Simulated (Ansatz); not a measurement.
# UB3LYP/6-31G(d) (spherical functions) run of CH2F3Si (SMILES [CH2][Si](F)(F)F)

Aim: the energy change on altering one bond length of CH2F3Si at UB3LYP/6-31G* (spherical functions), from 2 runs. 

The calculation is run with Ansatz 0.2.0.

59 further runs of the same task are left out: 59 set aside as unsound or not needed. Runs told in other sessions of the task aren't counted.

## 1. The system as given

CH2F3Si: 7 atoms, total charge 0, spin state doublet. As SMILES, `[CH2][Si](F)(F)F`. Geometry: relaxed at PBE0-D4/def2-TZVP.

Bond lengths: C1–Si2 1.812 Å, Si2–F3 1.577 Å, Si2–F4 1.578 Å, Si2–F5 1.577 Å, C1–H6 1.084 Å, C1–H7 1.084 Å. Angles: C1–Si2–F3 111.1°, C1–Si2–F4 112.7°, C1–Si2–F5 111.2°, F3–Si2–F4 106.8°, F3–Si2–F5 108.2°, F4–Si2–F5 106.7°, Si2–C1–H6 122.2°, Si2–C1–H7 122.2°, H6–C1–H7 115.6°.

## 2. A single-point energy at UB3LYP/6-31G(d) (spherical functions)

Contents of molecule.yaml:

```yaml
crystal:
  periodic: [false, false, false]
  atoms:
    - {symbol: C, position_ang: [-0.691800, 0.401700, 0.763500]}
    - {symbol: Si, position_ang: [0.442900, -0.260900, -0.483500]}
    - {symbol: F, position_ang: [0.009400, 0.178500, -1.934200]}
    - {symbol: F, position_ang: [0.495400, -1.838000, -0.481100]}
    - {symbol: F, position_ang: [1.916900, 0.241300, -0.236600]}
    - {symbol: H, position_ang: [-1.731100, 0.616200, 0.542200]}
    - {symbol: H, position_ang: [-0.380400, 0.593100, 1.784100]}
basis:
  gaussian:
    orbitals: 6-31G_st_-spherical.json
magnetization:
  spin_polarized: true
  initial_magnetization: 1
accuracy: high
output: {orbitals: {seedname: orbitals}}
hamiltonian:
  xc: {name: B3LYP}
```

The basis set 6-31G* is read from a file made from the Basis Set Exchange's data (not shown).

On the command line:

```console
$ ansatz run molecule.yaml --threads 1 --pin off --max-ram 2610MiB --events-out events.jsonl --progress --plain --runs-dir runs
```

Log:

```text
Warning: RAYON_NUM_THREADS=1 ignored (pool sized by the plan → 1); use --threads N
Functional definition: B3LYP
  name "B3LYP"
  parameter a0 = 0.2
  parameter ax = 0.72
  parameter ac = 0.81
  exchange = (1 - a0 - ax)*slater_x + ax*b88_x + a0*exact_x
  correlation = (1 - ac)*vwn_rpa_c + ac*lyp_c
1717 factors; integrals over basis functions are off by at most 3.8e-9 eV
mean field evaluation 1: about -17096.2727 eV, gradient 3.8e1 eV
mean field evaluation 2: about -17093.4297 eV, gradient 5.0e1 eV
mean field evaluation 4: about -17101.0604 eV, gradient 7.5e-1 eV
mean field evaluation 8: about -17101.2238 eV, gradient 5.7e-2 eV
mean field evaluation 16: about -17101.2239 eV, gradient 7.6e-5 eV
mean field -17101.22386333 eV, -628.4583853516 hartree, gradient 5.5e-8 eV, S^2 0.753063; 0 other end points of the search recorded, 0 dependent functions left out
reference -17101.22389990 eV, -628.4583866955 hartree; 25, 24 occupied and 53, 54 virtual orbitals, 1717 factors
Total energy: -17101.22389990 eV, -628.4583866955 hartree
```

Run time: 12 s. Hardware: 1 thread of Arm Neoverse V2, shared host; peak memory 0.36 GiB.

## 3. The distorted shape

Contents of job.yaml:

```yaml
crystal:
  periodic: [false, false, false]
  atoms:
    - {symbol: C, position_ang: [-0.785219, 0.344281, 0.457323]}
    - {symbol: Si, position_ang: [0.349481, -0.318319, -0.789677]}
    - {symbol: F, position_ang: [-0.084019, 0.121081, -2.240377]}
    - {symbol: F, position_ang: [0.401981, -1.895419, -0.787277]}
    - {symbol: F, position_ang: [1.823481, 0.183881, -0.542777]}
    - {symbol: H, position_ang: [-1.824519, 0.558781, 0.236023]}
    - {symbol: H, position_ang: [-0.380400, 0.593100, 1.784100]}
basis:
  gaussian:
    orbitals: 6-31G_st_-spherical.json
magnetization:
  spin_polarized: true
  initial_magnetization: 1
hamiltonian:
  xc: {name: B3LYP}
accuracy: high
output: {orbitals: {seedname: orbitals}}
```

The basis set 6-31G* is read from a file made from the Basis Set Exchange's data (not shown).

On the command line:

```console
$ ansatz run job.yaml --threads 1 --pin off --max-ram 2610MiB --events-out events.jsonl --progress --plain --runs-dir runs
```

Log (excerpt; [...] marks lines left out):

```text
Warning: RAYON_NUM_THREADS=1 ignored (pool sized by the plan → 1); use --threads N
[... 7 set-up lines as earlier in the session ...]
1721 factors; integrals over basis functions are off by at most 4.0e-9 eV
mean field evaluation 1: about -17095.3218 eV, gradient 3.8e1 eV
mean field evaluation 2: about -17091.9863 eV, gradient 5.1e1 eV
mean field evaluation 4: about -17100.0216 eV, gradient 1.1e0 eV
mean field evaluation 8: about -17100.1740 eV, gradient 8.6e-2 eV
mean field evaluation 16: about -17100.1742 eV, gradient 7.9e-4 eV
mean field -17100.17416427 eV, -628.4198096226 hartree, gradient 8.8e-8 eV, S^2 0.755166; 0 other end points of the search recorded, 0 dependent functions left out
reference -17100.17420153 eV, -628.4198109918 hartree; 25, 24 occupied and 53, 54 virtual orbitals, 1721 factors
Total energy: -17100.17420153 eV, -628.4198109918 hartree
```

It took 13 s on 1 thread of Arm Neoverse V2, shared host; peak memory 0.36 GiB.

## 4. What came out

At UB3LYP/6-31G* (spherical functions):

```
                                                         quantity          value
                                        first shape: total energy  -628.45839 Eh
                  first shape: HOMO energy (highest over α and β)       -7.51 eV
                   first shape: LUMO energy (lowest over α and β)       -3.23 eV
                                                first shape: ⟨S²⟩          0.753
                                    distorted shape: total energy  -628.41981 Eh
              distorted shape: HOMO energy (highest over α and β)       -7.54 eV
               distorted shape: LUMO energy (lowest over α and β)       -3.21 eV
                                            distorted shape: ⟨S²⟩          0.755
energy change with the C1–H7 bond stretched from 1.084 to 1.409 Å       1.050 eV
```

In words: With the C1–H7 bond stretched from 1.084 to 1.409 Å the energy rises by 1.05 eV (101 kJ/mol). The first shape isn't relaxed at this level, so the change isn't measured from a minimum.
